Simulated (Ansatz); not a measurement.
# ZrNbGe2: one candidate of a structure search, part 1 of 2

Where does this trial cell of ZrNbGe2 go when cell and atoms are let free?

Method: DFT PBE, scalar-relativistic, plane waves, PAW, in Ansatz 0.2.0.

## (1) The starting structure

It takes space group P4/mmm (No. 123, tetragonal). The conventional cell has a = 3.717 Å, b = 3.717 Å, c = 5.041 Å, α = 90.00°, β = 90.00°, γ = 90.00°. Zr (site symmetry 4/mmm) has 6 Ge at 2.52 to 2.63 Å in its first shell of neighbours. Nb (site symmetry 4/mmm) is surrounded by 6 Ge at 2.52 to 2.63 Å. Ge (site symmetry 4/mmm) is surrounded by 2 Zr at 2.52 Å and 4 Nb at 2.63 Å. Ge (site symmetry 4/mmm) is surrounded by 2 Nb at 2.52 Å and 4 Zr at 2.63 Å.

Coordinates:

```cif
data_structure
_symmetry_space_group_name_H-M 'P4/mmm'
_symmetry_Int_Tables_number 123
_cell_length_a 3.7174
_cell_length_b 3.7174
_cell_length_c 5.0405
_cell_angle_alpha 90.000
_cell_angle_beta 90.000
_cell_angle_gamma 90.000
_cell_volume 69.66
loop_
_atom_site_label
_atom_site_type_symbol
_atom_site_symmetry_multiplicity
_atom_site_Wyckoff_symbol
_atom_site_fract_x
_atom_site_fract_y
_atom_site_fract_z
_atom_site_occupancy
Zr1 Zr 1 a 0.00000 0.00000 0.00000 1
Nb1 Nb 1 d 0.50000 0.50000 0.50000 1
Ge1 Ge 1 b 0.00000 0.00000 0.50000 1
Ge2 Ge 1 c 0.50000 0.50000 0.00000 1
```

Recipe of the guess: species swapped into a database cell of LiGdS2 (P4/mmm, No. 123), with Zr on the Li sites, Nb on the Gd sites and Ge on the S sites. The dimensions are guesses.

## (2) Probe: one point on a coarse mesh

input.yaml

```yaml
crystal:
  lattice:
    - [3.71739626, 0.0, 0.0]
    - [0.0, 3.71739626, 0.0]
    - [0.0, 0.0, 5.0405174]
  atoms:
    - { symbol: Zr, position: [0.0, 0.0, 0.0] }
    - { symbol: Nb, position: [0.5, 0.5, 0.5] }
    - { symbol: Ge, position: [0.0, 0.0, 0.5] }
    - { symbol: Ge, position: [0.5, 0.5, 0.0] }
basis:
  ecutwfc: 420
kpoints:
  mp_grid: { grid: [6, 6, 4] }
hamiltonian:
  xc: pbe
scf:
  occupations: { method: gaussian, width: 0.1 }
  lower_state_search: "off"
output:
  forces: true
  stress: true
  eigenvalues: true
```

Command:

```console
$ ansatz run input.yaml --threads 1 --pin off --max-ram 2560MiB --backend cpu --events-out ev --progress --plain --runs-dir out
```

Log, cut to the lines that bear on the results:

```text
Warning: RAYON_NUM_THREADS=1 ignored (pool sized by the plan → 1); use --threads N
[...]
Pseudopotentials: kind: paw
Pseudopotential: Zr, paw, valence charge 12, recommended cutoff 420 eV (normal), Zr.paw.azcp
Pseudopotential: Nb, paw, valence charge 13, recommended cutoff 420 eV (normal), Nb.paw.azcp
Pseudopotential: Ge, paw, valence charge 14, recommended cutoff 420 eV (normal), Ge.paw.azcp
Functional definition: PBE
[...]
Crystal: 4 atoms, lattice volume = 69.655 Å³
Basis set: ecut = 420 eV, 1337 PW (Γ), exchange–correlation on 50×50×72 points (8 copies of the dense FFT grid, shifted against one another)
Bands: 32, of which v1, the nominal top of the filled ones, is band 27 counted from 1 (26 counted from 0)
Symmetry: 16 space group operations
Space group: P4/mmm (ITA 123), of the structure as read, at distance tolerance 4.1e-5 Å
k-points: 30 of 144
[...]
SCF iter   1: F=—  HF=-17327.321865 eV  |F-HF|=—  |Δ(HF+E_count)|=         —  Δρ=3.86e-3  dr2=1.95e-2  ethr=1.77e-3  ⟨swp⟩=5.4  Hψ=3874  notcnv=0
[...]
SCF iter   6: F=-17327.318405 eV  HF=-17327.318405 eV  |F-HF|=2.52e-8  |Δ(HF+E_count)|=   2.02e-7  Δρ=1.03e-5  dr2=8.23e-8  ethr=1.89e-10  ⟨swp⟩=4.8  Hψ=4189  notcnv=0
[...]
SCF converged after 6 iterations
Free energy (F): -17327.318405 eV
[...]
E sigma→0 (E₀):  -17327.313457 eV
Entropy (-TS):   -0.009898 eV (-2.474 meV/atom)
Fermi energy:    15.816077 eV
[...]
--- Forces (eV/Å), atoms counted from 1 ---
  atom   1  Zr    -0.00000000     0.00000000     0.00000000
  atom   2  Nb     0.00000000    -0.00000000     0.00000000
  atom   3  Ge     0.00000000    -0.00000000     0.00000000
  atom   4  Ge     0.00000000     0.00000000     0.00000000
[...]
--- Stress (GPa, compression-positive) ---
       11.376532       0.000000       0.000000
        0.000000      11.376532       0.000000
        0.000000       0.000000      26.378116
  P = ⅓ Tr σ = 16.3771 GPa (163.771 kbar)
--- Band table (eV; the first three rows and the last of 30) ---
[...]
```

Wall time 8.1 s (1 thread of Intel Xeon at 2.50GHz (Skylake/Cascade Lake), shared host); peak memory 0.41 GiB.

Read-out: pressure 16.4 GPa, largest force 0.00 eV/Å, gap on this mesh none (metal). A cheap, loose relaxation comes first.

## (3) Rough relaxation on the coarse mesh

Changes to input.yaml since step 2:

```diff
@@ -23 +23,6 @@
   eigenvalues: true
+relax:
+  adjacent_minimum: "off"
+  f_tol: 0.04
+  max_steps: 70
+  cell: { stress_tol: 0.4 }
```

Command:

```console
$ ansatz run input.yaml --threads 1 --pin off --max-ram 2560MiB --backend cpu --events-out ev --progress --plain --runs-dir out
```

Log:

```text
Warning: RAYON_NUM_THREADS=1 ignored (pool sized by the plan → 1); use --threads N
Engine: ansatz 0.2.0, x86_64-unknown-linux-gnu
[... 5 set-up lines as earlier in the session ...]
  parameter kappa = 0.804
  parameter beta = 0.06672455060314922
  exchange = pbe_x(kappa = kappa, mu = beta*pi^2/3)
  correlation = pbe_c(beta = beta)
Crystal: 4 atoms, lattice volume = 69.655 Å³
Basis set: ecut = 420 eV, 1337 PW (Γ), exchange–correlation on 50×50×72 points (8 copies of the dense FFT grid, shifted against one another)
Bands: 32, of which v1, the nominal top of the filled ones, is band 27 counted from 1 (26 counted from 0)
[... 2 set-up lines as earlier in the session ...]
k-points: 30 of 144
Non-local potential: Zr, projectors of the file, l = 0: 3, l = 1: 2, l = 2: 2, l = 3: 2
Non-local potential: Nb, projectors of the file, l = 0: 3, l = 1: 2, l = 2: 2, l = 3: 1
Non-local potential: Ge, projectors of the file, l = 0: 2, l = 1: 2, l = 2: 3, l = 3: 1
PAW form: soft (Blöchl's): semilocal exchange-correlation on the pseudo side does not see the compensation charge
PAW one-centre angular grid: Zr, 590 points (default); XC on 64 Gauss nodes
PAW one-centre angular grid: Nb, 590 points (default); XC on 64 Gauss nodes
PAW one-centre angular grid: Ge, 590 points (default); XC on 64 Gauss nodes
Initial density: superposition of atomic densities (neutral atoms: chi_scale 0, normalization atom), corrected by the library's trained network
Initial wavefunctions: pseudopotential atomic-orbital guess
Functional: x = pbe(κ = 0.804, μ = 0.2195149727645171), c = pbe(β = 0.06672455060314922)
SCF iter   1: F=—  HF=-17327.321865 eV  |F-HF|=—  |Δ(HF+E_count)|=         —  Δρ=3.86e-3  dr2=1.95e-2  ethr=1.77e-3  ⟨swp⟩=5.4  Hψ=3874  notcnv=0
preconditioner: auto → Kerker (q_TF=auto, 2.607 Å⁻¹)  [metal: Δε(μ)=0.015 eV  Ē_g=18.668 eV  σ=0.100 eV  W_gap=0.09  n_scr=20 (ndim 8)  ℏωp=29.2 eV  f_vac=0.000  D(μ)=1.89/eV (n_scr^D=14)]
SCF iter   2: F=—  HF=-17327.319644 eV  |F-HF|=—  |Δ(HF+E_count)|=   2.22e-3  Δρ=2.24e-3  dr2=6.62e-3  ethr=3.68e-5  ⟨swp⟩=1.1  Hψ=1213  notcnv=0
SCF iter   3: F=—  HF=-17327.318568 eV  |F-HF|=—  |Δ(HF+E_count)|=   1.08e-3  Δρ=6.10e-4  dr2=2.95e-4  ethr=1.25e-5  ⟨swp⟩=2.6  Hψ=1469  notcnv=0
SCF iter   4: F=—  HF=-17327.318387 eV  |F-HF|=—  |Δ(HF+E_count)|=   1.81e-4  Δρ=2.02e-4  dr2=3.73e-5  ethr=5.57e-7  ⟨swp⟩=2.0  Hψ=1497  notcnv=0
SCF iter   5: F=—  HF=-17327.318406 eV  |F-HF|=—  |Δ(HF+E_count)|=   1.81e-5  Δρ=4.34e-5  dr2=2.02e-6  ethr=7.03e-8  ⟨swp⟩=2.2  Hψ=1710  notcnv=0
SCF iter   6: F=-17327.318405 eV  HF=-17327.318405 eV  |F-HF|=2.52e-8  |Δ(HF+E_count)|=   2.02e-7  Δρ=1.03e-5  dr2=8.23e-8  ethr=1.89e-10  ⟨swp⟩=4.8  Hψ=4189  notcnv=0
SCF 1 converged in 6 iterations: F = -17327.318405 eV  dr2 = 8.23e-8
relax step   1: F+E_penalty+E_count = -17327.31840534 eV  Δ(F+E_penalty+E_count) = +0.000e0 eV  max|allowed force component| = 3.550e-29 eV/Å  Δτ_max = 0.0000 Å  P = +16.377 GPa  Ω = 69.655 Å³  (6 SCF iters, dr2 threshold 1.00e-7 eV, accepted)
Crystal: 4 atoms, lattice volume = 76.980 Å³
Basis set: ecut = 420 eV, 1497 PW (Γ), exchange–correlation on 50×50×72 points (8 copies of the dense FFT grid, shifted against one another)
Initial density: handed on by an earlier stage of this run
Initial wavefunctions: those handed on with the density
iter 1 solved again at ethr=4.57e-4 eV; its pass at ethr=3.10e-3 eV (dr2=2.42e-1 eV) is discarded
SCF iter   1: F=—  HF=-17327.759250 eV  |F-HF|=—  |Δ(HF+E_count)|=         —  Δρ=9.46e-3  dr2=2.45e-1  ethr=4.57e-4  ⟨swp⟩=1.0  Hψ=4480  notcnv=0
preconditioner: auto → Kerker (q_TF=auto, 2.564 Å⁻¹)  [metal: Δε(μ)=0.039 eV  Ē_g=18.289 eV  σ=0.100 eV  W_gap=0.21  n_scr=20 (ndim 8)  ℏωp=27.8 eV  f_vac=0.000  D(μ)=2.10/eV (n_scr^D=14)]
SCF iter   2: F=—  HF=-17327.736096 eV  |F-HF|=—  |Δ(HF+E_count)|=   2.32e-2  Δρ=5.54e-3  dr2=8.44e-2  ethr=4.57e-4  ⟨swp⟩=1.2  Hψ=968  notcnv=0
SCF iter   3: F=—  HF=-17327.723949 eV  |F-HF|=—  |Δ(HF+E_count)|=   1.21e-2  Δρ=1.08e-3  dr2=9.10e-4  ethr=1.59e-4  ⟨swp⟩=2.0  Hψ=1137  notcnv=0
SCF iter   4: F=—  HF=-17327.723591 eV  |F-HF|=—  |Δ(HF+E_count)|=   3.58e-4  Δρ=5.45e-4  dr2=3.24e-4  ethr=1.72e-6  ⟨swp⟩=2.0  Hψ=1498  notcnv=0
SCF iter   5: F=—  HF=-17327.723562 eV  |F-HF|=—  |Δ(HF+E_count)|=   2.92e-5  Δρ=2.41e-4  dr2=7.93e-5  ethr=6.11e-7  ⟨swp⟩=2.0  Hψ=1465  notcnv=0
SCF iter   6: F=—  HF=-17327.723538 eV  |F-HF|=—  |Δ(HF+E_count)|=   2.32e-5  Δρ=5.62e-5  dr2=4.32e-6  ethr=1.50e-7  ⟨swp⟩=2.0  Hψ=1504  notcnv=0
SCF iter   7: F=-17327.723537 eV  HF=-17327.723537 eV  |F-HF|=4.21e-8  |Δ(HF+E_count)|=   1.16e-6  Δρ=8.84e-6  dr2=8.64e-8  ethr=7.55e-10  ⟨swp⟩=4.0  Hψ=4643  notcnv=0
SCF 2 converged in 7 iterations: F = -17327.723537 eV  dr2 = 8.64e-8
relax step   2: F+E_penalty+E_count = -17327.72353721 eV  Δ(F+E_penalty+E_count) = -4.051e-1 eV  max|allowed force component| = 7.415e-29 eV/Å  Δτ_max = 0.0000 Å  P = +0.402 GPa  Ω = 76.980 Å³  energy of the carried Pulay correction = -1.559e-3 eV  (7 SCF iters, dr2 threshold 4.00e-7 eV, accepted)
Crystal: 4 atoms, lattice volume = 77.139 Å³
iter 1 solved again at ethr=1.72e-6 eV; its pass at ethr=3.10e-3 eV (dr2=9.10e-4 eV) is discarded
SCF iter   1: F=—  HF=-17327.728746 eV  |F-HF|=—  |Δ(HF+E_count)|=         —  Δρ=1.04e-3  dr2=1.23e-3  ethr=1.72e-6  ⟨swp⟩=2.0  Hψ=4314  notcnv=0
preconditioner: auto → Kerker (q_TF=auto, 2.563 Å⁻¹)  [metal: Δε(μ)=0.036 eV  Ē_g=18.237 eV  σ=0.100 eV  W_gap=0.20  n_scr=20 (ndim 8)  ℏωp=27.7 eV  f_vac=0.000  D(μ)=2.48/eV (n_scr^D=20)]
SCF iter   2: F=—  HF=-17327.728474 eV  |F-HF|=—  |Δ(HF+E_count)|=   2.72e-4  Δρ=6.35e-4  dr2=4.89e-4  ethr=1.72e-6  ⟨swp⟩=1.1  Hψ=964  notcnv=0
SCF iter   3: F=—  HF=-17327.728297 eV  |F-HF|=—  |Δ(HF+E_count)|=   1.77e-4  Δρ=8.69e-5  dr2=6.52e-6  ethr=9.23e-7  ⟨swp⟩=2.0  Hψ=1207  notcnv=0
SCF iter   4: F=—  HF=-17327.728363 eV  |F-HF|=—  |Δ(HF+E_count)|=   6.55e-5  Δρ=3.56e-5  dr2=6.86e-7  ethr=1.23e-8  ⟨swp⟩=2.0  Hψ=1518  notcnv=0
iter 5 did not close the SCF: its close was put off for the readings that it lacked (scf_convergence_deferred on its scf_iter line)
SCF iter   5: F=-17327.728362 eV  HF=-17327.728362 eV  |F-HF|=1.38e-8  |Δ(HF+E_count)|=   7.60e-7  Δρ=1.43e-5  dr2=1.37e-7  ethr=1.29e-9  ⟨swp⟩=2.0  Hψ=1511  notcnv=0
SCF iter   6: F=-17327.728362 eV  HF=-17327.728362 eV  |F-HF|=3.28e-9  |Δ(HF+E_count)|=   1.18e-8  Δρ=2.84e-6  dr2=6.85e-9  ethr=2.58e-10  ⟨swp⟩=2.1  Hψ=3010  notcnv=0
SCF 3 converged in 6 iterations: F = -17327.728362 eV  dr2 = 6.85e-9
relax step   3: F+E_penalty+E_count = -17327.72836186 eV  Δ(F+E_penalty+E_count) = -4.825e-3 eV  max|allowed force component| = 5.877e-29 eV/Å  Δτ_max = 0.0000 Å  P = +0.089 GPa  Ω = 77.139 Å³  energy of the carried Pulay correction = -1.592e-3 eV  (6 SCF iters, dr2 threshold 4.00e-7 eV, accepted)
Crystal: 4 atoms, lattice volume = 77.178 Å³
Basis set: ecut = 420 eV, 1481 PW (Γ), exchange–correlation on 50×50×72 points (8 copies of the dense FFT grid, shifted against one another)
iter 1 solved again at ethr=5.01e-7 eV; its pass at ethr=3.10e-3 eV (dr2=2.66e-4 eV) is discarded
SCF iter   1: F=—  HF=-17327.729170 eV  |F-HF|=—  |Δ(HF+E_count)|=         —  Δρ=5.81e-4  dr2=3.71e-4  ethr=5.01e-7  ⟨swp⟩=2.0  Hψ=4256  notcnv=0
preconditioner: auto → Kerker (q_TF=auto, 2.563 Å⁻¹)  [metal: Δε(μ)=0.046 eV  Ē_g=18.233 eV  σ=0.100 eV  W_gap=0.26  n_scr=20 (ndim 8)  ℏωp=27.7 eV  f_vac=0.000  D(μ)=2.60/eV (n_scr^D=20)]
SCF iter   2: F=—  HF=-17327.729153 eV  |F-HF|=—  |Δ(HF+E_count)|=   1.68e-5  Δρ=3.54e-4  dr2=1.46e-4  ethr=5.01e-7  ⟨swp⟩=1.1  Hψ=964  notcnv=0
SCF iter   3: F=—  HF=-17327.729100 eV  |F-HF|=—  |Δ(HF+E_count)|=   5.39e-5  Δρ=4.94e-5  dr2=2.04e-6  ethr=2.76e-7  ⟨swp⟩=2.0  Hψ=1209  notcnv=0
SCF iter   4: F=—  HF=-17327.729099 eV  |F-HF|=—  |Δ(HF+E_count)|=   6.37e-8  Δρ=2.30e-5  dr2=2.77e-7  ethr=3.84e-9  ⟨swp⟩=2.0  Hψ=1518  notcnv=0
iter 5 did not close the SCF: its close was put off for the readings that it lacked (scf_convergence_deferred on its scf_iter line)
SCF iter   5: F=-17327.729099 eV  HF=-17327.729099 eV  |F-HF|=4.49e-9  |Δ(HF+E_count)|=   3.42e-7  Δρ=8.54e-6  dr2=4.81e-8  ethr=5.23e-10  ⟨swp⟩=2.0  Hψ=1511  notcnv=0
SCF iter   6: F=-17327.729099 eV  HF=-17327.729099 eV  |F-HF|=2.38e-9  |Δ(HF+E_count)|=   5.25e-9  Δρ=1.75e-6  dr2=2.13e-9  ethr=9.08e-11  ⟨swp⟩=1.9  Hψ=3141  notcnv=0
SCF 4 converged in 6 iterations: F = -17327.729099 eV  dr2 = 2.13e-9
relax step   4: F+E_penalty+E_count = -17327.72909914 eV  Δ(F+E_penalty+E_count) = -7.373e-4 eV  max|allowed force component| = 6.508e-30 eV/Å  Δτ_max = 0.0000 Å  P = +0.007 GPa  Ω = 77.178 Å³  energy of the carried Pulay correction = -1.600e-3 eV  (6 SCF iters, dr2 threshold 4.00e-7 eV, accepted)
Basis set: ecut = 420 eV, 1481 PW (Γ), exchange–correlation on 54×54×72 points (8 copies of the dense FFT grid, shifted against one another)
Initial wavefunctions: pseudopotential atomic-orbital guess (no wavefunctions were taken with the density)
iter 1 solved again at ethr=1.21e-7 eV; its pass at ethr=3.10e-3 eV (dr2=6.40e-5 eV) is discarded
SCF iter   1: F=—  HF=-17327.720031 eV  |F-HF|=—  |Δ(HF+E_count)|=         —  Δρ=1.92e-3  dr2=6.49e-5  ethr=1.21e-7  ⟨swp⟩=2.9  Hψ=6032  notcnv=0
preconditioner: auto → Kerker (q_TF=auto, 2.563 Å⁻¹)  [metal: Δε(μ)=0.040 eV  Ē_g=18.233 eV  σ=0.100 eV  W_gap=0.22  n_scr=20 (ndim 8)  ℏωp=27.7 eV  f_vac=0.000  D(μ)=2.61/eV (n_scr^D=20)]
SCF iter   2: F=—  HF=-17327.728459 eV  |F-HF|=—  |Δ(HF+E_count)|=   8.43e-3  Δρ=9.74e-4  dr2=1.62e-5  ethr=1.21e-7  ⟨swp⟩=2.0  Hψ=1169  notcnv=0
SCF iter   3: F=—  HF=-17327.731197 eV  |F-HF|=—  |Δ(HF+E_count)|=   2.74e-3  Δρ=3.38e-5  dr2=9.30e-8  ethr=3.07e-8  ⟨swp⟩=2.0  Hψ=1054  notcnv=0
SCF iter   4: F=—  HF=-17327.731196 eV  |F-HF|=—  |Δ(HF+E_count)|=   1.83e-6  Δρ=6.89e-6  dr2=2.76e-8  ethr=1.75e-10  ⟨swp⟩=2.0  Hψ=1528  notcnv=0
SCF iter   5: F=—  HF=-17327.731196 eV  |F-HF|=—  |Δ(HF+E_count)|=   6.42e-9  Δρ=2.82e-6  dr2=6.74e-9  ethr=5.22e-11  ⟨swp⟩=2.0  Hψ=1395  notcnv=0
SCF iter   6: F=-17327.731196 eV  HF=-17327.731196 eV  |F-HF|=1.82e-10  |Δ(HF+E_count)|=  5.82e-11  Δρ=7.63e-7  dr2=6.77e-10  ethr=4.83e-12  ⟨swp⟩=4.0  Hψ=2945  notcnv=0
SCF 5 converged in 6 iterations: F = -17327.731196 eV  dr2 = 6.77e-10
relax step   5: F+E_penalty+E_count = -17327.73119563 eV  Δ(F+E_penalty+E_count) = -2.096e-3 eV  max|allowed force component| = 1.893e-29 eV/Å  Δτ_max = 0.0000 Å  P = +0.037 GPa  Ω = 77.178 Å³  stress off target by 9.84e-2 GPa  SCF on the basis re-selected at this cell (its energy is not comparable with the rows above)  (6 SCF iters)
basis re-selected at this cell: Δ(F+E_penalty+E_count) = -2.096e-3 eV, ΔP = +0.030 GPa vs the last step (what re-selecting the basis moved, of the pressure what is left beyond the Pulay correction that the steps carried, after the strain that the cell walked since its last selection, with what the two solves' SCF thresholds leave and, on support functions, any second-order correction that the steps lacked; it is no measure of the basis error at this ecutwfc). The dense FFT grid was sized anew with the basis: this SCF ran on 27×27×36 points, the steps before it on 25×25×36, so part of this shift can come from that change (see relax.cell in the input reference). This SCF's stress stands 9.84e-2 GPa from its target on what of the cell is left free (relax.cell.stress_tol is 4.00e-1 GPa) and its largest allowed force component is 1.89e-29 eV/Å (relax.f_tol is 4.00e-2 eV/Å): within both
SCF converged after 6 iterations
Free energy (F): -17327.731196 eV
Harris-Foulkes:  -17327.731196 eV  (|F-HF|=1.82e-10)
Internal energy: -17327.718156 eV  (E = F + TS)
E sigma→0 (E₀):  -17327.724676 eV
Entropy (-TS):   -0.013040 eV (-3.260 meV/atom)
Fermi energy:    13.993120 eV
--- Per-component energies (eV) ---
  E_band       = -375.917157
  E_kinetic    = 950.448395
  E_local      = -5780.887075  (includes V_loc(G=0)·N_el)
  E_nonlocal   = 1036.680289
  E_hartree    = 2382.416661
  E_xc         = -489.595668
  E_vxc        = -534.881628  (∫ρ·V_xc dr)
  E_paw        = -10066.272592  (= ΣΔE_a)
  E_vpaw       = -812.112459  (= ΣTr[D̂ρ^β])
  E_aug_tail   = 0.000656  (compensation charges beyond the density's cutoff)
  E_ewald      = -5360.508821
  E_smearing   = -0.013040  (= −TS)
  E_closure    = -0.000000  (closes the sum)
  Σ components = -17327.731196   (vs F -17327.731196, Δ=0.00e0)
--- Forces (eV/Å), atoms counted from 1 ---
  atom   1  Zr     0.00000000     0.00000000     0.00000000
  atom   2  Nb     0.00000000     0.00000000     0.00000000
  atom   3  Ge     0.00000000    -0.00000000     0.00000000
  atom   4  Ge     0.00000000     0.00000000     0.00000000
  max |Σ_I F_I| component: 2.52e-29 eV/Å
--- Stress (GPa, compression-positive) ---
        0.006049       0.000000       0.000000
        0.000000       0.006049       0.000000
        0.000000       0.000000       0.098405
  P = ⅓ Tr σ = 0.0368 GPa (0.368 kbar)
--- Band table (eV; the first three rows and the last of 30) ---
  k-point 0: bands = ["-41.6697", "-35.2174", "-17.7253", "-17.7253", "-17.7192", "-13.3480", "-13.2534", "-13.2534", "-10.3495", "-10.3147", "-10.2921", "-10.2921", "-10.2808", "-10.1435", "-10.1150", "-10.1056", "-10.0725", "-10.0725", "3.1286", "5.0366", "10.7337", "11.6093", "13.3040", "13.3040", "13.5258", "13.8385", "13.8748", "13.8748", "14.0981", "15.4014", "16.1634", "16.1634"]
  k-point 1: bands = ["-41.6696", "-35.2173", "-17.7254", "-17.7254", "-17.7239", "-13.3704", "-13.2544", "-13.2544", "-10.3244", "-10.3147", "-10.2904", "-10.2904", "-10.2807", "-10.1436", "-10.1056", "-10.1055", "-10.0720", "-10.0720", "3.4765", "4.9209", "10.3259", "11.7926", "12.4415", "13.1088", "13.1088", "13.1992", "13.5585", "13.5585", "13.9020", "15.3007", "16.4889", "16.4889"]
  k-point 2: bands = ["-41.6695", "-35.2171", "-17.7285", "-17.7255", "-17.7255", "-13.3925", "-13.2554", "-13.2554", "-10.3146", "-10.2998", "-10.2886", "-10.2886", "-10.2807", "-10.1436", "-10.1056", "-10.0959", "-10.0715", "-10.0715", "4.2454", "4.3558", "10.5689", "10.7864", "12.1084", "12.7505", "12.9607", "12.9607", "13.3022", "13.3022", "13.9748", "15.1911", "16.9235", "16.9235"]
  k-point 29: bands = ["-41.6640", "-35.2057", "-17.7792", "-17.7792", "-17.7182", "-13.3714", "-13.3559", "-13.3559", "-10.3122", "-10.2952", "-10.2915", "-10.2915", "-10.2619", "-10.1385", "-10.0926", "-10.0861", "-10.0746", "-10.0746", "5.4777", "5.5225", "10.7593", "10.7593", "10.8802", "10.8802", "10.9865", "11.2887", "15.3514", "15.4059", "15.4059", "15.8049", "16.1605", "16.1605"]
--- Relaxed structure (4 steps of the walk, 4 accepted, 1 SCFs on fresh bases) ---
  F+E_penalty+E_count = -17327.73119563 eV   max|allowed force component| = 1.893e-29 eV/Å   (the final SCF, on the basis selected at the relaxed cell)
  cell:  # Å, volume = 77.1778 Å³
    - [3.80580655148011, 0.0, 0.0]
    - [0.0, 3.80580655148011, 0.0]
    - [0.0, 0.0, 5.328426939338579]
  atoms:
    - { symbol: Zr, position: [-2.7017361160807817e-35, -2.327338227335505e-36, 0.0] }
    - { symbol: Nb, position: [0.5, 0.5, 0.5] }
    - { symbol: Ge, position: [-9.137332257756351e-35, 5.059430928990228e-37, 0.5] }
    - { symbol: Ge, position: [0.5, 0.5, 0.0] }
```

It took 45 s on 1 thread of Intel Xeon at 2.50GHz (Skylake/Cascade Lake), shared host; peak memory 0.43 GiB.

Step by step:

| step | E - E(step 1) (eV/cell) | largest force component (eV/Å) | pressure (GPa) | volume (Å³) |
| --- | --- | --- | --- | --- |
| 1 | 0.0000 | 0.0000 | 16.38 | 69.66 |
| 2 | -0.4051 | 0.0000 | 0.40 | 76.98 |
| 3 | -0.4100 | 0.0000 | 0.09 | 77.14 |
| 4 | -0.4107 | 0.0000 | 0.01 | 77.18 |
| 5 | -0.4128 | 0.0000 | 0.04 | 77.18 |

Step 1 is the start. Step 5 repeats the geometry before it on a plane-wave basis chosen anew for that cell, so its energy need not be comparable with the rows above.

|  | before | after | change |
| --- | --- | --- | --- |
| a (Å) | 3.717 | 3.806 | +2.4 % |
| b (Å) | 3.717 | 3.806 | +2.4 % |
| c (Å) | 5.041 | 5.328 | +5.7 % |
| volume (Å³/atom) | 17.41 | 19.29 | +10.8 % |
| shortest distance (Å) | 2.520 | 2.664 | +5.7 % |
| space group (0.01 Å) | P4/mmm | P4/mmm | same |

The run keeps the 16 symmetry operations of the start, so it could not have lowered the symmetry.

(Continued in part 2 of 2.)
